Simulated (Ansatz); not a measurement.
# Re12F: the cost of one run

All numbers below are computed with Ansatz 0.2.0 (DFT PBEsol, plane waves, PAW, scalar-relativistic, no spin polarisation).

## 1. Starting point

The cell holds 13 atoms (FRe12): a = 5.520 Å, b = 8.280 Å, c = 4.457 Å, α = 90.00°, β = 90.00°, γ = 120.00°.

Coordinates:

```cif
data_structure
_symmetry_space_group_name_H-M 'P 1'
_symmetry_Int_Tables_number 1
_cell_length_a 5.5200
_cell_length_b 8.2800
_cell_length_c 4.4574
_cell_angle_alpha 90.000
_cell_angle_beta 90.000
_cell_angle_gamma 120.000
_cell_volume 176.43
loop_
_atom_site_label
_atom_site_type_symbol
_atom_site_fract_x
_atom_site_fract_y
_atom_site_fract_z
_atom_site_occupancy
Re1 Re 0.00000 0.00000 0.00000 1
Re2 Re 0.16667 0.22222 0.50000 1
Re3 Re 0.00000 0.33333 0.00000 1
Re4 Re 0.16667 0.55556 0.50000 1
Re5 Re 0.00000 0.66667 0.00000 1
Re6 Re 0.16667 0.88889 0.50000 1
Re7 Re 0.50000 0.00000 0.00000 1
Re8 Re 0.66667 0.22222 0.50000 1
Re9 Re 0.50000 0.33333 0.00000 1
Re10 Re 0.66667 0.55556 0.50000 1
Re11 Re 0.50000 0.66667 0.00000 1
Re12 Re 0.66667 0.88889 0.50000 1
F1 F 0.81813 0.44174 0.25014 1
```

## 2. Relaxing the start

input.yaml

```yaml
accuracy: low
crystal:
  lattice:
    - [5.52, 0.0, 0.0]
    - [-4.14, 7.17069, 0.0]
    - [0.0, 0.0, 4.4574]
  atoms:
    - { symbol: Re, position: [0.0, 0.0, 0.0] }
    - { symbol: Re, position: [0.1666667, 0.2222222, 0.5] }
    - { symbol: Re, position: [0.0, 0.3333333, 0.0] }
    - { symbol: Re, position: [0.1666667, 0.5555556, 0.5] }
    - { symbol: Re, position: [0.0, 0.6666667, 0.0] }
    - { symbol: Re, position: [0.1666667, 0.8888889, 0.5] }
    - { symbol: Re, position: [0.5, 0.0, 0.0] }
    - { symbol: Re, position: [0.6666667, 0.2222222, 0.5] }
    - { symbol: Re, position: [0.5, 0.3333333, 0.0] }
    - { symbol: Re, position: [0.6666667, 0.5555556, 0.5] }
    - { symbol: Re, position: [0.5, 0.6666667, 0.0] }
    - { symbol: Re, position: [0.6666667, 0.8888889, 0.5] }
    - { symbol: F, position: [0.8181291, 0.4417385, 0.2501448] }
basis:
  ecutwfc: 420.0
kpoints:
  mp_grid: { grid: [3, 2, 3] }
hamiltonian:
  xc: pbesol
scf:
  occupations: { method: fermi_dirac, width: 0.15 }
  lower_state_search: "off"
relax:
  f_tol: 0.08
  max_steps: 25
  adjacent_minimum: "off"
output:
  write_density: true
  write_potential: true
  elf: true
  volumetric_format: npy
```

Command:

```
$ ansatz run input.yaml --threads 2 --pin off --max-ram 5120MiB --backend cpu --events-out ev --progress --plain --runs-dir out
```

Q: Estimate wall time and peak memory on 2 threads of Arm Neoverse V1, shared host.

About 2.2 min, with a peak of 0.66 GiB.
